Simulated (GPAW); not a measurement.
CsLiCr2Te2S3:

```xyz
9
Lattice="3.4216 -5.1807 0.0078 3.4216 5.1807 0.0078 -2.9041 0.0000 7.4309" Properties=species:S:1:pos:R:3 pbc="T T T"
Cs    0.6167    0.0000    0.0649
Li    2.4219    0.0000    4.1212
Cr    0.1728    2.1297    4.1498
Cr    0.1728   -2.1297    4.1498
Te    4.0786    1.5993    2.1688
Te    4.0786   -1.5993    2.1688
S     2.0049   -2.1476    5.4598
S     2.0049    2.1476    5.4598
S     0.0600    0.0000    3.5978
```

The cell was built by a generator and needn't be a form met in nature.

Program: GPAW 26.7.0. Alike in all runs: spin collinear, ferromagnetic start; cell as given; cutoff (eV) 800; smearing fermi-dirac 0.05 eV.

Q: Order these runs on this cell by their pressure, lowest first.
A. level revPBE; potentials or basis the program's PAW data sets (release 1.2.1) made for this functional, pw; k mesh 4 × 4 × 3; ranks 8; band path GYFHZIF1,H1Y1XGN,MG; band points 80; mesh quality not flagged
B. level PBE+U; potentials or basis GPAW PAW data sets (gpaw-data 1.2.1), pw; U Cr d U = 6 eV; k mesh 4 × 4 × 3; ranks 8; band path GYFHZIF1,H1Y1XGN,MG; band points 80; mesh quality not flagged
C. level PBE+U; potentials or basis GPAW PAW data sets (gpaw-data 1.2.1), pw; U Cr d U = 4 eV; k mesh 4 × 4 × 3; ranks 8; band path GYFHZIF1,H1Y1XGN,MG; band points 80; mesh quality not flagged
D. level PBE+D3; potentials or basis GPAW PAW data sets (gpaw-data 1.2.1), pw; k mesh 3 × 3 × 2; mesh quality coarse
E. level LDA; potentials or basis the program's PAW data sets (release 1.2.1) made for this functional, pw; k mesh 4 × 4 × 3; ranks 8; band path GYFHZIF1,H1Y1XGN,MG; band points 80; mesh quality not flagged

A: E (-3.9 GPa), D (-0.6 GPa), A (1.6 GPa), C (4.3 GPa), B (6.2 GPa).

Caveats: some runs use coarse meshes; only a ferromagnetic start was run, and an antiferromagnetic order may lie lower in energy; pairwise dispersion overbinds metals, which lowers pressure and volume (some runs).

Not every run made on this cell is shown here.
